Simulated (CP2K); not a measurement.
# AgRh (P-6m2) in CP2K: a series of runs

One crystal, AgRh, is run at these levels: PBE; tasks: band structure.

Everything below comes from runs of CP2K 2026.2. Logs are shortened: lines on timing, memory, paths and dates and some standing lists are left out, and cuts for length are marked.

**1. The cell of the first run**

Symmetry: P-6m2, No. 187, hexagonal system. Conventional cell: a = 2.778 Å, b = 2.778 Å, c = 4.809 Å, α = 90.00°, β = 90.00°, γ = 120.00°. Around Ag (site symmetry -6m2) lie 6 Ag at 2.78 Å and 6 Rh at 2.89 Å. Rh (site symmetry -6m2) has 6 Rh at 2.78 Å and 6 Ag at 2.89 Å as nearest neighbours.

The cell comes from a database or a generator and needn't be the stable form of this composition.

**2. Band structure, PBE (strain_c = 0)**

File agrh_bands.inp:

```
&GLOBAL
  PROJECT agrh_bands
  RUN_TYPE ENERGY_FORCE
  PRINT_LEVEL LOW
&END GLOBAL
&FORCE_EVAL
  METHOD QS
  STRESS_TENSOR ANALYTICAL
  &DFT
    BASIS_SET_FILE_NAME BASIS_MOLOPT_UZH
    POTENTIAL_FILE_NAME POTENTIAL_UZH
    &MGRID
      CUTOFF 450
      REL_CUTOFF 60
      NGRIDS 5
    &END MGRID
    &QS
      METHOD GPW
      EPS_DEFAULT 1.0E-10
    &END QS
    &KPOINTS
      SCHEME MONKHORST-PACK 11 11 6
      GAMMA_CENTERED T
      SYMMETRY T
      SYMMETRY_BACKEND SPGLIB
    &END KPOINTS
    &SCF
      SCF_GUESS ATOMIC
      EPS_SCF 1.0E-6
      MAX_SCF 100
      ADDED_MOS 16
      CHOLESKY OFF
      EPS_EIGVAL 1.0E-7
      &DIAGONALIZATION ON
        ALGORITHM STANDARD
      &END DIAGONALIZATION
      &MIXING ON
        METHOD BROYDEN_MIXING
        ALPHA 0.4
        BETA 1.5
        NBUFFER 8
      &END MIXING
      &SMEAR ON
        METHOD FERMI_DIRAC
        ELECTRONIC_TEMPERATURE 580.23
      &END SMEAR
    &END SCF
    &XC
      &XC_FUNCTIONAL PBE
      &END XC_FUNCTIONAL
    &END XC
    &PRINT
      &KPOINTS ON
      &END KPOINTS
      &MULLIKEN ON
      &END MULLIKEN
      &MO ON
        ENERGIES T
        OCCUPATION_NUMBERS T
        &EACH
          QS_SCF 0
        &END EACH
        ADD_LAST NUMERIC
      &END MO
      &BAND_STRUCTURE
        FILE_NAME bands.bs
        ADDED_MOS 4
        &KPOINT_SET
          UNITS B_VECTOR
          NPOINTS 8
          SPECIAL_POINT GAMMA 0.00000000 0.00000000 0.00000000
          SPECIAL_POINT M 0.50000000 0.00000000 0.00000000
          SPECIAL_POINT K 0.33333333 0.33333333 0.00000000
          SPECIAL_POINT GAMMA 0.00000000 0.00000000 0.00000000
          SPECIAL_POINT A 0.00000000 0.00000000 0.50000000
          SPECIAL_POINT L 0.50000000 0.00000000 0.50000000
          SPECIAL_POINT H 0.33333333 0.33333333 0.50000000
          SPECIAL_POINT A 0.00000000 0.00000000 0.50000000
        &END KPOINT_SET
        &KPOINT_SET
          UNITS B_VECTOR
          NPOINTS 8
          SPECIAL_POINT L 0.50000000 0.00000000 0.50000000
          SPECIAL_POINT M 0.50000000 0.00000000 0.00000000
        &END KPOINT_SET
        &KPOINT_SET
          UNITS B_VECTOR
          NPOINTS 8
          SPECIAL_POINT K 0.33333333 0.33333333 0.00000000
          SPECIAL_POINT H 0.33333333 0.33333333 0.50000000
        &END KPOINT_SET
      &END BAND_STRUCTURE
    &END PRINT
  &END DFT
  &SUBSYS
    &CELL
      A 2.7775881998 0.0000000000 0.0000000000
      B -1.3887940999 2.4054619423 0.0000000000
      C 0.0000000000 0.0000000000 4.8086020000
      PERIODIC XYZ
    &END CELL
    &COORD
      SCALED
      Ag  0.0000000000 0.0000000000 0.5000000000
      Rh  0.6666666667 0.3333333333 0.0000000000
    &END COORD
    &KIND Ag
      BASIS_SET TZVP-MOLOPT-PBE-GTH-q11
      POTENTIAL GTH-PBE-q11
    &END KIND
    &KIND Rh
      BASIS_SET TZVP-MOLOPT-PBE-GTH-q17
      POTENTIAL GTH-PBE-q17
    &END KIND
    &PRINT
      &ATOMIC_COORDINATES ON
      &END ATOMIC_COORDINATES
      &CELL ON
      &END CELL
    &END PRINT
  &END SUBSYS
  &PRINT
    &FORCES ON
    &END FORCES
    &STRESS_TENSOR ON
    &END STRESS_TENSOR
  &END PRINT
&END FORCE_EVAL
```

Potentials or basis: POTENTIAL_UZH Ag GTH-PBE-q11, Rh GTH-PBE-q17; TZVP-MOLOPT-PBE-GTH basis.

Run with:

```bash
OMP_NUM_THREADS=1 cp2k.psmp -i agrh_bands.inp -o agrh_bands.out
```

agrh_bands.out:

```text

 CP2K| version string:                                       CP2K version 2026.2
 CP2K| Input file name                                            agrh_bands.inp

 GLOBAL| Force Environment number                                              1
 GLOBAL| Basis set file name                                    BASIS_MOLOPT_UZH
 GLOBAL| Potential file name                                       POTENTIAL_UZH
 GLOBAL| MM Potential file name                                     MM_POTENTIAL
 GLOBAL| Coordinate file name                                      __STD_INPUT__
 GLOBAL| Method name                                                        CP2K
 GLOBAL| Project name                                                 agrh_bands
 GLOBAL| Run type                                                   ENERGY_FORCE
 GLOBAL| FFT library                                                       FFTW3
 GLOBAL| Diagonalization library                                       ScaLAPACK
 GLOBAL| Cholesky decomposition library                                ScaLAPACK
 GLOBAL| DGEMM library                                                      BLAS
 GLOBAL| Direct generalized diagonalization requested                          F
 GLOBAL| Matrix multiplication library                                 ScaLAPACK
 GLOBAL| Global print level                                                  LOW
 GLOBAL| Total number of message passing processes                             1
 GLOBAL| Number of threads for this process                                    1
 GLOBAL| CPU model name                                                  UNKNOWN

 CELL| Volume [angstrom^3]:                                            32.128110
 CELL| Vector a [angstrom]:       2.778     0.000     0.000   |a| =     2.777588
 CELL| Vector b [angstrom]:      -1.389     2.405     0.000   |b| =     2.777588
 CELL| Vector c [angstrom]:       0.000     0.000     4.809   |c| =     4.808602
 CELL| Angle (b,c), alpha [degree]:                                    90.000000
 CELL| Angle (a,c), beta  [degree]:                                    90.000000
 CELL| Angle (a,b), gamma [degree]:                                   120.000000
 CELL| Numerically orthorhombic:                                              NO
 CELL| Periodicity                                                           XYZ

 CELL_REF| Volume [angstrom^3]:                                        32.128110
 CELL_REF| Vector a [angstrom     2.778     0.000     0.000   |a| =     2.777588
 CELL_REF| Vector b [angstrom    -1.389     2.405     0.000   |b| =     2.777588
 CELL_REF| Vector c [angstrom     0.000     0.000     4.809   |c| =     4.808602
 CELL_REF| Angle (b,c), alpha [degree]:                                90.000000
 CELL_REF| Angle (a,c), beta  [degree]:                                90.000000
 CELL_REF| Angle (a,b), gamma [degree]:                               120.000000
 CELL_REF| Numerically orthorhombic:                                          NO
 CELL_REF| Periodicity                                                       XYZ

[... 8 lines left out ...]
 TOTAL NUMBERS AND MAXIMUM NUMBERS
[... 135 lines left out ...]
  Self energy of the core charge distribution:               -256.95989097185554
  Core Hamiltonian energy:                                     66.82456405172789
  Hartree energy:                                              60.58251089727285
  Exchange-correlation energy:                                -17.10224785114866
  Electronic entropic energy:                                  -0.00089964523218
  Fermi energy:                                                 0.40253437268753

  Total energy:                                              -146.65596351257292
  Total energy (extrapolated to T->0):                       -146.65551368995685

 MO| EIGENVALUES AND OCCUPATION NUMBERS FOR K POINT 1
 MO|
 MO|  Index      Eigenvalue [a.u.]        Eigenvalue [eV]             Occupation
 MO|      1              -2.457050             -66.859723               2.000000
 MO|      2              -1.290715             -35.122150               2.000000
 MO|      3              -1.280323             -34.839371               2.000000
 MO|      4              -1.273374             -34.650260               2.000000
 MO|      5               0.189839               5.165775               2.000000
 MO|      6               0.202073               5.498673               2.000000
[... 490 lines left out ...]
 MO|     29               1.578623              42.956506               0.000000
 MO|     30               1.678316              45.669289               0.000000
 MO| Sum:                                                              25.963564
 MO| E(Fermi):            0.402534 a.u.         10.953517 eV

 [... the levels of further k-points ...]

 !-----------------------------------------------------------------------------!
                     Mulliken Population Analysis

 #  Atom  Element  Kind  Atomic population                           Net charge
       1     Ag       1         10.751261                              0.248739
       2     Rh       2         17.248739                             -0.248739
 # Total charge                             28.000000                 -0.000000

 !-----------------------------------------------------------------------------!

 KPOINTS| Band Structure Calculation
 KPOINTS| Number of k-point sets                                               3
 KPOINTS| Number of added MOs/bands                                            4
 KPOINTS| Number of k-points in set    1                                      57
 KPOINTS| In units of b-vector [2pi/Bohr]
 KPOINTS| Special point     1       GAMMA     0.000000     0.000000     0.000000
 KPOINTS| Special point     2           M     0.500000     0.000000     0.000000
 KPOINTS| Special point     3           K     0.333333     0.333333     0.000000
 KPOINTS| Special point     4       GAMMA     0.000000     0.000000     0.000000
 KPOINTS| Special point     5           A     0.000000     0.000000     0.500000
 KPOINTS| Special point     6           L     0.500000     0.000000     0.500000
 KPOINTS| Special point     7           H     0.333333     0.333333     0.500000
 KPOINTS| Special point     8           A     0.000000     0.000000     0.500000
 KPOINTS| Number of k-points in set    2                                       9
 KPOINTS| In units of b-vector [2pi/Bohr]
 KPOINTS| Special point     1           L     0.500000     0.000000     0.500000
 KPOINTS| Special point     2           M     0.500000     0.000000     0.000000
 KPOINTS| Number of k-points in set    3                                       9
 KPOINTS| In units of b-vector [2pi/Bohr]
 KPOINTS| Special point     1           K     0.333333     0.333333     0.000000
 KPOINTS| Special point     2           H     0.333333     0.333333     0.500000

 ENERGY| Total FORCE_EVAL ( QS ) energy [hartree]           -146.655962630158712

 FORCES| Atomic forces [hartree/bohr]
 FORCES|   Atom     x               y               z               |f|
 FORCES|      1 -7.44223710E-10  5.37160696E-10  3.10074862E-15   9.17829256E-10
 FORCES|      2  8.87882392E-10 -6.21516845E-10 -2.36110318E-14   1.08379810E-09
 FORCES| Sum     1.43658682E-10 -8.43561492E-11 -2.05102832E-14
 FORCES| Total atomic force                                       1.66594650E-10

 STRESS| Analytical stress tensor [bar]
 STRESS|                        x                   y                   z
 STRESS|      x       -1.55808596343E+04   7.18382981016E-02  -1.09377143473E-09
 STRESS|      y        7.18382981016E-02  -1.55807995457E+04   6.11828448250E-09
 STRESS|      z       -1.09377143473E-09   6.11828448250E-09  -2.32438008441E+04
 STRESS| 1/3 Trace                                            -1.81351533414E+04
 STRESS| Determinant                                          -5.64271740788E+12

 STRESS| Eigenvectors and eigenvalues of the analytical stress tensor [bar]
 STRESS|                        1                   2                   3
 STRESS| Eigenvalues  -2.32438008441E+04  -1.55809074578E+04  -1.55807517222E+04
 STRESS|      x           0.000000000000      0.832417180399      0.554149472414
 STRESS|      y          -0.000000000001     -0.554149472414      0.832417180399
 STRESS|      z           1.000000000000     -0.000000000001      0.000000000001
```

Wall time 2.4 min (1 thread of Arm Neoverse V2, shared host); peak memory 0.44 GiB.

What came out:

```
Free energy            : -3990.7117 eV
Pressure               : -1.8 GPa
Band gap on the k mesh : none (metal or under the smearing width)
Mulliken charges       : Ag +0.25; Rh -0.25 e
```

Levels at the corners of the path, in eV from the Fermi level:
| point | band 12 | band 13 | band 14 | band 15 | band 16 | band 17 |
| --- | --- | --- | --- | --- | --- | --- |
| Γ | -1.79 | -1.79 | 0.15 | 0.15 | 0.15 | 5.40 |
| M | -1.61 | -0.09 | 1.14 | 1.84 | 4.05 | 8.51 |
| K | -1.35 | -0.95 | -0.53 | 5.32 | 5.49 | 5.70 |
| Γ | -1.79 | -1.79 | 0.15 | 0.15 | 0.15 | 5.40 |
| A | -2.47 | -1.61 | -1.61 | 0.11 | 0.11 | 11.84 |
| L | -0.57 | -0.16 | 1.14 | 1.73 | 2.47 | 6.56 |
| H | -1.74 | -1.19 | 0.02 | 5.54 | 7.01 | 7.46 |
| A | -2.47 | -1.61 | -1.61 | 0.11 | 0.11 | 11.84 |
| L | -0.57 | -0.16 | 1.14 | 1.73 | 2.47 | 6.56 |
| M | -1.61 | -0.09 | 1.14 | 1.84 | 4.05 | 8.51 |
| K | -1.35 | -0.95 | -0.53 | 5.32 | 5.49 | 5.70 |
| H | -1.74 | -1.19 | 0.02 | 5.54 | 7.01 | 7.46 |

Caveat: Mulliken charges move with the basis; the basis of atomic orbitals isn't converged, which shifts pressures, moduli and gaps.

**3. Band structure, PBE (strain_c = -0.02)**

agrh_bands.inp, as its differences from that of step 2:

```diff
@@ -98,3 +98,3 @@
       B -1.3887940999 2.4054619423 0.0000000000
-      C 0.0000000000 0.0000000000 4.8086020000
+      C 0.0000000000 0.0000000000 4.7124299600
       PERIODIC XYZ
```

Potentials or basis: POTENTIAL_UZH Ag GTH-PBE-q11, Rh GTH-PBE-q17; TZVP-MOLOPT-PBE-GTH basis.

Run with:

```bash
OMP_NUM_THREADS=1 cp2k.psmp -i agrh_bands.inp -o agrh_bands.out
```

Run time: 2.5 min. Hardware: 1 thread of Arm Neoverse V2, shared host; peak memory 0.43 GiB.

Results (log left out):

* Free energy: -3990.7109 eV
* Pressure: 1.1 GPa
* Band gap on the k mesh: none (metal or under the smearing width)
* Mulliken charges: Ag +0.25; Rh -0.25 e

Stress tensor (GPa, compression positive):
```
0.20 0.00 0.00
0.00 0.20 0.00
0.00 0.00 2.86
```

Levels at the corners of the path, in eV from the Fermi level:
| point | band 12 | band 13 | band 14 | band 15 | band 16 | band 17 |
| --- | --- | --- | --- | --- | --- | --- |
| Γ | -1.83 | -1.83 | 0.13 | 0.13 | 0.27 | 5.83 |
| M | -1.70 | -0.06 | 1.11 | 1.82 | 4.10 | 8.72 |
| K | -1.31 | -0.86 | -0.53 | 5.27 | 5.45 | 5.66 |
| Γ | -1.83 | -1.83 | 0.13 | 0.13 | 0.27 | 5.83 |
| A | -2.47 | -1.61 | -1.61 | 0.09 | 0.09 | 12.50 |
| L | -0.62 | -0.15 | 1.12 | 1.71 | 2.46 | 6.70 |
| H | -1.75 | -1.20 | 0.04 | 5.52 | 7.03 | 7.55 |
| A | -2.47 | -1.61 | -1.61 | 0.09 | 0.09 | 12.50 |
| L | -0.62 | -0.15 | 1.12 | 1.71 | 2.46 | 6.70 |
| M | -1.70 | -0.06 | 1.11 | 1.82 | 4.10 | 8.72 |
| K | -1.31 | -0.86 | -0.53 | 5.27 | 5.45 | 5.66 |
| H | -1.75 | -1.20 | 0.04 | 5.52 | 7.03 | 7.55 |

Caveat: Mulliken charges move with the basis; the basis of atomic orbitals isn't converged, which shifts pressures, moduli and gaps.
